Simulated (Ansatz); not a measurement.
**CH3BFN: vertical ionisation energy**

An exercise on one series of results from a longer session: the logs are not shown, and one member is left open.

Program: Ansatz 0.2.0, Gaussian basis. Level of theory: unrestricted cation, the program's frozen cores in correlated methods. These are calculated values, not measurements.

Levels to be run: UKS PBE-D4/def2-TZVPP; UKS r2SCAN-D4/def2-TZVPP; UKS PBE0-D4/def2-TZVPP; UKS B3LYP-D4/def2-TZVPP; UKS wB97X-V/def2-TZVPP; UKS wB97M-V/def2-TZVPP; UKS B2PLYP/def2-TZVPP; UHF-CCSD(T)/def2-TZVPP; UHF-MP2/def2-QZVPP; extrapolation to the limit; then −ε(HOMO) from the neutral's earlier runs with LDA (SPW92), PBE-D4, revPBE-D4, BLYP-D4, r2SCAN-D4, B97M-V, PBE0-D4, B3LYP-D4, r2SCANh-D4, r2SCAN0-D4, HSE06-D4, BHLYP-D4, CAM-B3LYP-D4, LC-ωPBE, ωB97X-V, ωB97M-V.

### Structure used throughout

An earlier PBE0-D4 in a triple-zeta def2 set relaxation fixed the geometry.

SMILES `C=NBF`, 7 atoms, charge 0, spin multiplicity 1.

Atoms are counted from 1 here; the program's logs count them from 0.

Bond lengths: C1–N2 1.238 Å, C1–H5 1.096 Å, C1–H6 1.096 Å, N2–B3 1.369 Å, B3–F4 1.338 Å, B3–H7 1.196 Å. Angles: N2–C1–H5 121.8°, N2–C1–H6 121.8°, H5–C1–H6 116.5°, C1–N2–B3 177.6°, N2–B3–F4 120.3°, N2–B3–H7 119.9°, F4–B3–H7 119.9°.

Set-up of the first run:

in.yaml

```yaml
crystal:
  periodic: [false, false, false]
  atoms:
    - {symbol: C, position_ang: [-0.648318, 1.121805, -0.085640]}
    - {symbol: N, position_ang: [-0.040515, 0.046053, -0.011441]}
    - {symbol: B, position_ang: [0.680735, -1.114428, 0.080826]}
    - {symbol: F, position_ang: [0.116167, -2.286420, -0.232296]}
    - {symbol: H, position_ang: [-0.651911, 1.720763, -1.003911]}
    - {symbol: H, position_ang: [-1.214213, 1.524552, 0.762586]}
    - {symbol: H, position_ang: [1.819255, -1.080424, 0.444075]}
basis:
  gaussian: {orbitals: def2-TZVPP}
total_charge: 1
magnetization: {spin_polarized: true, initial_magnetization: 1}
hamiltonian: {xc: pbe, dispersion: d4}
```

Run with:

```sh
$ ansatz run in.yaml --threads 2 --pin off --events-out ev --progress --plain --max-ram 4352MiB
```

Steps of the session up to this table: Cation, UKS PBE-D4/def2-TZVPP; Cation, UKS r2SCAN-D4/def2-TZVPP; Cation, UKS PBE0-D4/def2-TZVPP; Cation, UKS B3LYP-D4/def2-TZVPP; Cation, UKS wB97X-V/def2-TZVPP; Cation, UKS wB97M-V/def2-TZVPP; Cation, UKS B2PLYP (frozen core)/def2-TZVPP; Cation, UHF-CCSD(T)/def2-TZVPP; Cation, UHF-MP2/def2-QZVPP.

One table of the session follows, with a row left open; its other results are not shown here.

It belongs to the step «Ionisation energies side by side». For comparison, −ε(HOMO) of the neutral from earlier runs:

| functional | −ε(HOMO) (eV) |
| --- | --- |
| LDA (SPW92) | 6.58 |
| PBE-D4 | 6.43 |
| revPBE-D4 | 6.37 |
| BLYP-D4 | 6.33 |
| r2SCAN-D4 | 6.66 |
| B97M-V | 6.77 |
| PBE0-D4 | 7.78 |
| B3LYP-D4 | 7.57 |
| r2SCANh-D4 | 7.17 |
| r2SCAN0-D4 | 7.94 |
| HSE06-D4 | 7.37 |
| BHLYP-D4 | ? |
| CAM-B3LYP-D4 | 9.18 |
| LC-ωPBE | 10.52 |
| ωB97X-V | 10.16 |
| ωB97M-V | 10.08 |

Estimate the missing values for BHLYP-D4.

Worked estimate for «−ε(HOMO) (eV)». Against the share of exact exchange, BLYP-D4 (0, 6.33), B3LYP-D4 (0.2, 7.57) give a slope of 6.20 per unit share; at 0.5 the line stands at 9.43.

As computed: −ε(HOMO) (eV): 9.06. In «−ε(HOMO) (eV)» the line misses by +0.37.
